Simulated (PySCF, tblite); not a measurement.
# C₄H₅F₂N₂Si radical: geometry, infrared bands and EPR parameters

Wanted: the infrared bands and EPR parameters of C₄H₅F₂N₂Si radical (`[H]/N=[C]/C(F)(F)C[SiH2]C#N`), by calculation.

The runs use tblite 0.8.0 and PySCF 2.14.0, with density-fitted response routines of our own; the level of theory stands in each step. All values are computed, except where a source is named. Atoms are numbered from 0 throughout.

**1. Starting geometry**

14 atoms, charge 0, multiplicity 2; geometry from: force field or distance geometry start.

Bonds of the start (Å): N0–C1 1.16, C1–Si2 1.81, Si2–C3 1.84, C3–C4 1.48, C4–F5 1.39, C4–F6 1.39, C4–C7 1.50, C7–N8 1.27, Si2–H9 1.47, Si2–H10 1.48, C3–H11 1.13, C3–H12 1.14, N8–H13 1.03.

**2. Geometry optimisation with GFN2-xTB**

Job settings and geometry (Å):

```
{"job": {"kind": "relax", "xc": "GFN2-xTB", "basis": "xTB"}, "charge": 0, "multiplicity": 2}
N      3.509300     1.463300    -0.304100
C      2.740600     0.594000    -0.214100
Si     1.588700    -0.794900    -0.055400
C     -0.131700    -0.259100     0.329000
C     -0.940000     0.273800    -0.793400
F     -1.122800    -0.610100    -1.844900
F     -0.439000     1.478200    -1.282100
C     -2.286900     0.600300    -0.214600
N     -2.491300     0.395400     1.022400
H      1.697100    -1.644500    -1.245200
H      2.058100    -1.585200     1.107300
H     -0.741800    -1.059700     0.842400
H     -0.078100     0.573900     1.099100
H     -3.363100     0.574200     1.531500
```

On the command line:

```bash
$ OMP_NUM_THREADS=1 python probes_run.py task.json out
```

The driver reads the jobs from task.json and runs them one after another.

**Question.** This job is followed by: GFN2-xTB harmonic vibrations, gas phase; UKS B3LYP, pcH-1 on C F H N Si, non-relativistic, mean-field spin-orbit, GIAO. Predict these results of the whole session: strongest single infrared mode (GFN2-xTB); zero-point energy (GFN2-xTB); g(iso) (B3LYP); ⟨S²⟩; largest a(iso) (averaged by class); potential on the surface of density 0.002 e/bohr³, 1st and 99th percentile.

As calculated:

```
                                                                  quantity                 value
                                 strongest single infrared mode (GFN2-xTB)  910 cm⁻¹, 360 km/mol
                                              zero-point energy (GFN2-xTB)         50.8 kcal/mol
                                                            g(iso) (B3LYP)               2.00151
                                                                      ⟨S²⟩    0.753 (exact 0.75)
                                        largest a(iso) (averaged by class)  13C on C7, 240.3 MHz
potential on the surface of density 0.002 e/bohr³, 1st and 99th percentile    -1.72 V and 2.17 V
```

In words: Over 132 steps the energy fell by 0.638 eV; of the close pairs, Si2–C3 changed most, 1.842 to 1.919 Å. All 36 modes are real, so the xTB geometry is a minimum. The strongest single mode, at 910 cm⁻¹, has its largest shares on C4, H12 and F5 (the list is cut at 3 atoms). GFN2-xTB is a fitted tight-binding method: band positions and strengths are rough. Its intensities can rank the bands wrongly. Most of the unpaired spin sits on C7 (0.69 e). The isotropic g lies 0.8 ppt below the free-electron value. The conformer search (at its own cheap level) found a structure 26.0 kcal/mol lower, too far down for a turn about a bond: it may have other bonds, so these spectra needn't be the molecule's.
